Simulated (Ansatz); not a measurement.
# One shape, several levels: triplet GeH2S

We compute a comparison of 6 runs (UHF/STO-3G, U-wB97M-V/STO-3G, UBHLYP/STO-3G, UBLYP/STO-3G, RPA@PBE/STO-3G, UCCSD(T)/STO-3G) of triplet GeH2S. 

The results are computed with Ansatz 0.2.0.

51 further runs of the same task are left out: 3 that didn't finish, 48 set aside as unsound or not needed.

### Step 1. The molecule

GeH2S: 4 atoms, total charge 0, spin state triplet. SMILES of the parent species: `[SH][GeH]`. Geometry: relaxed at PBE0-D4/def2-TZVP. That shape belongs to the parent species and isn't relaxed for this state.

Bond lengths: S1–Ge2 2.225 Å, S1–H3 1.342 Å, Ge2–H4 1.595 Å. Angles: S1–Ge2–H4 93.7°, Ge2–S1–H3 100.2°.

### Step 2. The energy at UHF/STO-3G (run 1)

Input file input.yaml:

```yaml
basis:
  gaussian:
    orbitals: STO-3G
crystal:
  periodic: [false, false, false]
  atoms:
    - {symbol: S, position_ang: [-0.443300, -1.201800, 0.271700]}
    - {symbol: Ge, position_ang: [-0.841700, 0.737900, -0.743600]}
    - {symbol: H, position_ang: [0.779200, -0.962100, 0.771200]}
    - {symbol: H, position_ang: [0.561200, 1.365900, -0.319400]}
magnetization:
  spin_polarized: true
  initial_magnetization: 2
hamiltonian:
  xc: hf
accuracy: high
```

Launch:

```console
$ ansatz run input.yaml --threads 1 --pin off --max-ram 2610MiB --events-out events.jsonl --progress --plain --runs-dir runs
```

The log of the run:

```text
Warning: RAYON_NUM_THREADS=1 ignored (pool sized by the plan → 1); use --threads N
Functional definition: HF
  name "HF"
  exchange = exact_x
  correlation = 0
422 factors; integrals over basis functions are off by at most 1.4e-8 eV
mean field evaluation 1: about -66557.9562 eV, gradient 7.7e0 eV
mean field evaluation 2: about -66557.9947 eV, gradient 7.7e0 eV
mean field evaluation 4: about -66558.9176 eV, gradient 1.3e0 eV
mean field evaluation 8: about -66558.9860 eV, gradient 3.5e-4 eV
mean field evaluation 16: about -66557.1337 eV, gradient 2.4e0 eV
mean field -66558.98516034 eV, -2445.9975893419 hartree, gradient 2.1e-8 eV, S^2 2.005103; 0 other end points of the search recorded, 0 dependent functions left out
reference -66558.98516034 eV, -2445.9975893419 hartree; 26, 24 occupied and 3, 5 virtual orbitals, 422 factors
Total energy: -66558.98516034 eV, -2445.9975893419 hartree
```

Run time: 0.3 s. Hardware: 1 thread of Arm Neoverse V1, shared host.

### Step 3. The energy at U-wB97M-V/STO-3G (run 2)

Input file job.yaml:

```yaml
crystal:
  periodic: [false, false, false]
  atoms:
    - {symbol: S, position_ang: [-0.443300, -1.201800, 0.271700]}
    - {symbol: Ge, position_ang: [-0.841700, 0.737900, -0.743600]}
    - {symbol: H, position_ang: [0.779200, -0.962100, 0.771200]}
    - {symbol: H, position_ang: [0.561200, 1.365900, -0.319400]}
basis:
  gaussian:
    orbitals: STO-3G
magnetization:
  spin_polarized: true
  initial_magnetization: 2
hamiltonian:
  xc: {name: wB97M-V}
accuracy: high
```

Launch:

```console
$ ansatz run job.yaml --threads 1 --pin off --max-ram 2610MiB --events-out events.jsonl --progress --plain --runs-dir runs
```

The log of the run (excerpt; [...] marks lines left out):

```text
Warning: RAYON_NUM_THREADS=1 ignored (pool sized by the plan → 1); use --threads N
Functional definition: wB97M-V
  name "wB97M-V"
[...]
  gx(w, u) = 1 - cx + cx01*u + cx10*w
  gss(w, u) = css00 + css04*u^4 + css10*w + css20*w^2 + css43*w^4*u^3
  gos(w, u) = cos00 + cos10*w + (cos20 + cos21*u)*w^2 + (cos60 + cos61*u)*w^6
[...]
      + integral(e_c_pw_mod_opposite_spin*gos(b97_w_opposite, b97_u_opposite)) + vv10(b, c)
422 factors; integrals over basis functions are off by at most 1.4e-8 eV
134 factors; integrals over basis functions are off by at most 8.0e-10 eV
[...]
mean field -66613.60328076 eV, -2448.0047682459 hartree, gradient 7.5e-8 eV, S^2 2.000566; 6 other end points of the search recorded, 0 dependent functions left out
reference -66613.60328305 eV, -2448.0047683300 hartree; 26, 24 occupied and 3, 5 virtual orbitals, 422 factors
Total energy: -66613.60328305 eV, -2448.0047683300 hartree
```

Wall time 53 s (1 thread of Arm Neoverse V1, shared host); peak memory 0.52 GiB.

Runs 3 to 5 aren't shown in full; the table further down has their settings and results.

### Step 4. A single-point energy at UCCSD(T)/STO-3G (run 6)

input.yaml, as its differences from that of step 2:

```diff
@@ -1,4 +1 @@
-basis:
-  gaussian:
-    orbitals: STO-3G
 crystal:
@@ -10,2 +7,5 @@
     - {symbol: H, position_ang: [0.561200, 1.365900, -0.319400]}
+basis:
+  gaussian:
+    orbitals: STO-3G
 magnetization:
@@ -13,4 +13,7 @@
   initial_magnetization: 2
-hamiltonian:
-  xc: hf
+correlation:
+  method: ccsd_t
+  frozen_orbitals: {Ge: 9, H: 0, S: 5}
 accuracy: high
+scf:
+  omitted_lower_state_checks: [cluster_reference, increment]
```

Launch:

```console
$ ansatz run input.yaml --threads 1 --pin off --max-ram 2610MiB --events-out events.jsonl --progress --plain --runs-dir runs
```

The log of the run (excerpt; [...] marks lines left out):

```text
Warning: RAYON_NUM_THREADS=1 ignored (pool sized by the plan → 1); use --threads N
[... 2 set-up lines as earlier in the session ...]
[...]
422 factors; integrals over basis functions are off by at most 1.4e-8 eV
[...]
mean field -66558.98516034 eV, -2445.9975893419 hartree, gradient 2.1e-8 eV, S^2 2.005103; 1 other end points of the search recorded, 0 dependent functions left out
14 core orbitals not correlated: weight in the atoms' cores, before any rotation towards them, 1.000 or more for the frozen orbitals, at most 0.000 for the correlated occupied ones
reference -66558.98516034 eV, -2445.9975893419 hartree; 12, 10 occupied and 3, 5 virtual orbitals, 422 factors
second order -1.14340848 eV of doubles, -0.00000000 eV of singles
cycle   1  -1.48984943 eV  change   -3.5e-1 eV  update   5.8e-2
[...]
cycle  27  -1.71751090 eV  change  -2.4e-10 eV  update   1.3e-9
perturbative correction -0.01845962 eV, -0.0006783787 hartree
Total energy: -66560.72113086 eV, -2446.0613850820 hartree
Checks for a lower state left out: cluster_reference, increment
```

It took 0.58 s on 1 thread of Arm Neoverse V1, shared host.

### Step 5. All runs side by side

```
run             level  frozen core orbitals   energy (Eh)   ⟨S²⟩  wall time
  1        UHF/STO-3G                     –  -2445.997589  2.005      0.3 s
  2  U-wB97M-V/STO-3G                     –  -2448.004768  2.001       53 s
  3     UBHLYP/STO-3G                     –  -2447.974271  2.001      3.3 s
  4      UBLYP/STO-3G                     –  -2447.764221  2.001      6.3 s
  5    RPA@PBE/STO-3G                    14  -2446.115230  2.002       15 s
  6   UCCSD(T)/STO-3G                    14  -2446.061385  2.005     0.58 s
```

### Step 6. What came out

| quantity | value |
| --- | --- |
| run 6: total energy | -2446.06139 Eh |
| run 6: correlation energy (14 core orbitals frozen) | -63.8 mEh |
| run 6: (T) correction | -0.68 mEh |
| run 6: ⟨S²⟩ of the reference determinant | 2.005 |
| run 6: T1 diagnostic | 0.009 |

What this shows: Totals of different functionals can't be ranked against each other. In runs 1, 2, 3, 4, 5, 6 the basis is minimal, so the values are rough. All runs together took 79 s, the longest 53 s.
